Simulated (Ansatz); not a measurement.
**CH₄ClGe radical: one species, many methods**

How much do the methods differ for CH₄ClGe radical? The plan is to run it at one geometry with functionals of several rungs and with coupled cluster, and see how far each lands from CCSD(T) at the basis-set limit for the atomisation energy.

The runs use Ansatz 0.2.0, Gaussian basis; functionals in def2-TZVPP, the program's frozen cores in correlated methods.

Plan: LDA (SPW92), PBE-D4, revPBE-D4, BLYP-D4, r2SCAN-D4, B97M-V, PBE0-D4, B3LYP-D4, r2SCANh-D4, r2SCAN0-D4, HSE06-D4, BHLYP-D4, CAM-B3LYP-D4, LC-ωPBE, ωB97X-V, ωB97M-V, B2PLYP, PBE-QIDH; CCSD(T)/def2-SVP; CCSD(T)/def2-TZVPP; MP2/def2-QZVPP; extrapolation to the limit; RPA on PBE.

**1. The geometry**

All runs share one geometry, relaxed beforehand with PBE0-D4 in a triple-zeta def2 set.

SMILES `[CH3][GeH][Cl]`, 7 atoms, charge 0, spin multiplicity 2.

Atoms are counted from 1 here; the program's logs count them from 0.

Bond lengths: C1–Ge2 1.957 Å, C1–H4 1.092 Å, C1–H5 1.089 Å, C1–H6 1.091 Å, Ge2–Cl3 2.169 Å, Ge2–H7 1.553 Å. Angles: Ge2–C1–H4 108.6°, Ge2–C1–H5 110.0°, Ge2–C1–H6 109.7°, H4–C1–H5 109.4°, H4–C1–H6 109.5°, H5–C1–H6 109.6°, C1–Ge2–Cl3 107.0°, C1–Ge2–H7 112.6°, Cl3–Ge2–H7 105.6°.

Geometry (Å):

```xyz
7
charge 0, multiplicity 2
C    -0.73313    0.43845   -0.26188
Ge    0.70540   -0.88548   -0.18313
Cl    1.01699   -1.36174    1.90946
H    -0.43341    1.31445    0.31732
H    -1.64619    0.02137    0.16083
H    -0.90994    0.72941   -1.29817
H     2.06138   -0.32446   -0.69013
```

**2. LDA**

This LDA is Slater exchange with PW92 correlation.

in.yaml

```yaml
crystal:
  periodic: [false, false, false]
  atoms:
    - {symbol: C, position_ang: [-0.733126, 0.438448, -0.261882]}
    - {symbol: Ge, position_ang: [0.705405, -0.885483, -0.183130]}
    - {symbol: Cl, position_ang: [1.016989, -1.361744, 1.909462]}
    - {symbol: H, position_ang: [-0.433410, 1.314452, 0.317323]}
    - {symbol: H, position_ang: [-1.646194, 0.021373, 0.160827]}
    - {symbol: H, position_ang: [-0.909942, 0.729411, -1.298171]}
    - {symbol: H, position_ang: [2.061380, -0.324457, -0.690131]}
basis:
  gaussian: {orbitals: def2-TZVPP}
magnetization: {spin_polarized: true, initial_magnetization: 1}
hamiltonian: {xc: lda}
output: {orbitals: {seedname: orbitals}}
```

The runs that follow: PBE-D4 (GGA); revPBE-D4 (GGA); BLYP-D4 (GGA); r2SCAN-D4 (meta-GGA); B97M-V (meta-GGA); PBE0-D4 (hybrid); B3LYP-D4 (hybrid); r2SCANh-D4 (hybrid); r2SCAN0-D4 (hybrid); HSE06-D4 (hybrid); BHLYP-D4 (hybrid); CAM-B3LYP-D4 (range-separated); LC-ωPBE-D4 (range-separated); ωB97X-V (range-separated); ωB97M-V (range-separated); B2PLYP (double hybrid); PBE-QIDH (double hybrid); CCSD(T) in def2-SVP; CCSD(T) in def2-TZVPP; MP2 in def2-QZVPP; RPA on PBE orbitals.

Before running them: what should the planned runs give, taken together? Wanted: atomisation energy, CCSD(T)/CBS; farthest beyond LDA; mean size of error, GGA; mean size of error, meta-GGA; mean size of error, hybrid; mean size of error, range-separated; mean size of error, double hybrid; gap, smallest and largest; T1 diagnostic.

As calculated:

```
                               quantity                                                                                                                         value
        atomisation energy, CCSD(T)/CBS                                                                                                                 2183.1 kJ/mol
 functionals within 21.8 kJ/mol (1.0 %)  revPBE-D4, r2SCAN-D4, PBE0-D4, B3LYP-D4, r2SCANh-D4, r2SCAN0-D4, HSE06-D4, CAM-B3LYP-D4, LC-ωPBE, ωB97X-V, ωB97M-V, PBE-QIDH
                    farthest beyond LDA                                                                                                       BHLYP-D4 (-47.8 kJ/mol)
                mean size of error, GGA                                                                                                                   23.0 kJ/mol
           mean size of error, meta-GGA                                                                                                                   24.1 kJ/mol
             mean size of error, hybrid                                                                                                                   13.5 kJ/mol
    mean size of error, range-separated                                                                                                                    6.8 kJ/mol
      mean size of error, double hybrid                                                                                                                   14.6 kJ/mol
              gap, smallest and largest                                                                                      0.93 eV (LDA (SPW92)), 8.31 eV (LC-ωPBE)
                          T1 diagnostic                                                                                                                        0.0116
triples share of the correlation energy                                                                                                                         3.8 %
```

In words: The LDA atomisation energy is off by 291.4 kJ/mol (13 %): it overbinds. PBE-D4 is off by +26.1 kJ/mol. Double hybrids carry the basis error of their MP2 part in triple zeta, and no dispersion term here, so their miss is partly the set-up's. The rungs range-separated, hybrid, double hybrid miss on average by less than the doubt on the reference (21.8 kJ/mol), so they tie. The reference freezes the cores and leaves out relativity and excitations past (T), and its outer-core shells are covered unevenly, so misses under about 21.8 kJ/mol can't be ranked. Hartree-Fock recovers 75 % of the binding; the rest is correlation. CCSD(T) in def2-SVP is off by -132.2 kJ/mol, so the small basis spoils what the method gains. The gap grows from 0.9 to 8.3 eV across the functionals, mostly with the share of exact exchange. Correlated methods include outer-core shells of Ge, which these sets cover unevenly.
